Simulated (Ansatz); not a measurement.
# K+ with N₂: structure and interaction energy

An exercise on one series of results from a longer session: the logs are not shown, and one member is left open.

Program: Ansatz 0.2.0, Gaussian basis. Level of theory: PBE0-D4 structure, single points in def2-TZVPPD. These are calculated values, not measurements.

Levels: PBE-D4, revPBE-D4, BLYP-D4, r2SCAN-D4, B97M-V, PBE0-D4, B3LYP-D4, HSE06-D4, wB97X-V, wB97M-V, B2PLYP, Hartree-Fock, MP2, CCSD, CCSD(T). The reference is CCSD(T) extrapolated to the basis limit. For elements past Ar these valence bases correlate outer-core shells poorly and lack relativity, so that limit is rough.

Correlated methods freeze the cores. The outer core shell of Li, Na, Mg and K is correlated. B3LYP uses VWN-RPA correlation. B2PLYP carries no dispersion term here.

163 further runs of the same task are left out: 163 set aside as unsound or not needed.

### The system as given

The pair, from a GFN2-xTB docking trial: 3 atoms, charge 1, spin multiplicity 1.

Atoms are counted from 1 here; the program's logs count them from 0.

Bond lengths: K1–N2 2.631 Å, N2–N3 1.089 Å. Angles: K1–N2–N3 177.8°.

Coordinates:

```
K    -0.0034    0.0349   -2.1160
N    -0.0008    0.0085    0.5144
N     0.0042   -0.0434    1.6017
```

Atoms 1 to 1 are fragment A (K+), the rest fragment B (N₂).

The first run:

The input, pre/in.yaml:

```yaml
crystal:
  periodic: [false, false, false]
  atoms:
    - {symbol: K, position_ang: [-0.003400, 0.034900, -2.116000]}
    - {symbol: N, position_ang: [-0.000800, 0.008500, 0.514400]}
    - {symbol: N, position_ang: [0.004200, -0.043400, 1.601700]}
basis:
  gaussian: {orbitals: def2-SVP}
total_charge: 1
hamiltonian: {xc: pbe, dispersion: d4}
relax: {f_tol: 0.03, max_steps: 250}
```

Run with:

```sh
ansatz run in.yaml --threads 2 --pin off --events-out ev --progress --plain --max-ram 5222MiB
```

Among the steps run: A first relaxation in a small basis; Relaxation at PBE0-D4; wB97X-V/def2-TZVPPD; wB97M-V/def2-TZVPPD; B2PLYP/def2-TZVPPD; B97M-V/def2-TZVPPD; CCSD(T)/def2-TZVPPD; Vibrations of the pair.

One table of the session follows, with a row left open; its other results are not shown here.

```
      method  interaction (meV)
      PBE-D4               -234
   revPBE-D4               -226
     BLYP-D4               -236
   r2SCAN-D4               -202
      B97M-V               -216
     PBE0-D4               -221
    B3LYP-D4               -232
    HSE06-D4               -221
     wB97X-V               -210
     wB97M-V                  ?
      B2PLYP               -202
Hartree-Fock               -158
         MP2               -206
        CCSD               -195
     CCSD(T)               -201
 CCSD(T)/CBS               -214
```

Q: Estimate the row for wB97M-V from the others.

The run gave: interaction (meV): -208. In the column «interaction (meV)» it lies between wB97X-V (-210) and MP2 (-206).
